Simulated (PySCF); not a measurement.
**BeSi (triplet): the SCF solver's settings**

The same problem is solved with other solver options, one edit a run.

The runs use PySCF 2.14.0; method and basis as typed in the scripts.

## Step 1: Where the work starts

BeSi (triplet): 2 atoms, charge 0, spin multiplicity 3.

Bond lengths: Be1–Si2 2.386 Å.

## Step 2: Base script

Contents of input.py:

```python
from pyscf import gto, scf, cc

mol = gto.M(
    atom='Be 0 0 0; Si 0 0 2.386',
    basis='def2-svp',
    charge=0,
    spin=2,
    verbose=4,
)
mf = scf.UHF(mol)
mf = mf.density_fit(auxbasis='def2-universal-jkfit')
mf.kernel()
mycc = cc.CCSD(mf)
mycc.kernel()
mf.dip_moment()
print('orbital energies (hartree):', [e[max(0, n-3):n+3].round(4) for e, n in zip(mf.mo_energy, mol.nelec)])
```

Launch:

```bash
OMP_NUM_THREADS=1 python input.py
```

The log of this run is left out.

Base result: E(SCF) = -303.320033 Eh, 12 cycles, E(CCSD) − E(SCF) = -0.12272 Eh, ⟨S²⟩ = 2.027, μ = 2.99 D (of the SCF density).

The bond length is a typed value, not an optimised one. The triplet is typed in the script; nothing here shows that it is the ground state.

## Step 3: Damping 0.95

Edit 1 changes damping: none → 0.95.

Contents of input.py:

```python
from pyscf import gto, scf, cc

mol = gto.M(
    atom='Be 0 0 0; Si 0 0 2.386',
    basis='def2-svp',
    charge=0,
    spin=2,
    verbose=4,
)
mf = scf.UHF(mol)
mf = mf.density_fit(auxbasis='def2-universal-jkfit')
mf.damp = 0.95
mf.diis_start_cycle = 8
mf.kernel()
mycc = cc.CCSD(mf)
mycc.kernel()
mf.dip_moment()
print('orbital energies (hartree):', [e[max(0, n-3):n+3].round(4) for e, n in zip(mf.mo_energy, mol.nelec)])
```

Launch:

```bash
OMP_NUM_THREADS=1 python input.py
```

## Step 4: Initial guess core

Edit 2 changes initial guess: minao → core.

Edit input.py of step 2 so:

```diff
@@ -11,2 +11,3 @@
 mf = mf.density_fit(auxbasis='def2-universal-jkfit')
+mf.init_guess = 'core'
 mf.kernel()
```

## Step 5: Smearing width 0.2 hartree

Edit 3 changes smearing width: none → 0.2 hartree; step after the SCF: ccsd → none.

Edit input.py of step 2 so:

```diff
@@ -1,2 +1,2 @@
-from pyscf import gto, scf, cc
+from pyscf import gto, scf
 
@@ -11,5 +11,4 @@
 mf = mf.density_fit(auxbasis='def2-universal-jkfit')
+mf = scf.addons.smearing_(mf, sigma=0.2, method='fermi')
 mf.kernel()
-mycc = cc.CCSD(mf)
-mycc.kernel()
 mf.dip_moment()
```

What does the calculation give? Wanted: for each run, E(SCF); from base; gap, α spin; SCF dipole; after the SCF.

**Answer**, as computed:

```csv
run,E(SCF) (hartree),from base (eV),cycles,"gap, α spin (eV)",SCF dipole (D),after the SCF
base,-303.320033,0,12,6.91,2.99,CCSD correlation -3.339 eV
damping 0.95,-303.320033,0.0000,18,6.91,2.99,CCSD correlation -3.339 eV
initial guess core,-303.320033,0.0000,12,6.91,2.99,CCSD correlation -3.339 eV
smearing width 0.2 hartree (poor choice),-302.216981,not comparable,12,n/a,4.00,n/a
```

Distance from each run's final energy (log10 hartree) by cycle:

```csv
run,cycle 1,cycle 2,cycle 3,cycle 5,cycle 8,cycle 12
base,-1.9,-2.9,-3.5,-2.8,-6.9,-10.0
damping 0.95,-1.9,-2.0,-2.0,-2.1,-3.2,-3.2
initial guess core,-1.9,-2.9,-3.5,-2.8,-6.9,-10.0
smearing width 0.2 hartree (poor choice),-1.1,-1.4,-2.5,-3.8,-6.7,-8.4
```

**Reading.** The SCF energy stays the same, to the digits that matter, with damping 0.95 or initial guess core. PySCF falls back to minao for a guess that it doesn't know or can't read, so that run repeats the base. The base needs 12 cycles and the run with damping 0.95 needs 18. Rows marked «poor choice» come from settings spoiled on purpose.
